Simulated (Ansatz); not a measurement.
# F3In, SMILES [F][In]([F])[F]: a ladder of methods at one geometry

Computed with the Ansatz DFT code, driven from Python.

The script, `methods_f3in.py`:
```python
'''F3In at several levels of theory.'''

import ansatz as az
from ase import Atoms

BASIS_SET = 'def2-SVP'

atoms = Atoms(['F', 'In', 'F', 'F'], positions=[
    [-1.1857, -0.2607, 1.3781],
    [-0.0584, -0.2642, -0.4425],
    [1.7967, -0.7484, 0.3817],
    [-0.4972, 1.213, -1.3376],
])
molecule = az.Crystal.molecule_from_ase(atoms)

model = molecule.calculation().basis(gaussian=BASIS_SET)

methods = ['mp2', 'ccsd', 'ccsd_t']
reports = [model.correlation(m).run(threads=1, pin='off').report for m in methods]
print(f'Hartree-Fock reference {reports[0]["reference_energy_ev"] / 27.211386246:.6f} Ha')
best = reports[-1]['free_energy_ev'] - reports[-1]['reference_energy_ev']
for method, each in zip(methods, reports):
    gained = each['free_energy_ev'] - each['reference_energy_ev']
    print(f'{method:8s} total {each["free_energy_ev"] / 27.211386246:.6f} Ha  correlation {gained:9.4f} eV  ({100 * gained / best:.1f} % of the last)')
```

```console
$ python methods_f3in.py
Hartree-Fock reference -487.272800 Ha
mp2      total -487.928141 Ha  correlation  -17.8327 eV  (97.9 % of the last)
ccsd     total -487.929705 Ha  correlation  -17.8753 eV  (98.1 % of the last)
ccsd_t   total -487.942280 Ha  correlation  -18.2175 eV  (100.0 % of the last)
```

What to keep in mind:
- Total energies depend on the basis set; only differences at equal settings carry meaning.
- The geometry is a force-field or estimated start, not a minimum of this method, and the basis set is short of its limit. A lower total doesn't mark the better method: functionals have no common bound, and MP2 and coupled cluster aren't variational.
- def2 sets replace the cores of elements past krypton by effective core potentials.
- Inner cores stay frozen; a filled d shell under the valence of the heavier atoms is correlated with it.
- Finished in 8.7 s on 1 thread of Intel(R) Xeon(R) Processor @ 2.30GHz (shared host), peak memory 0.31 GiB.
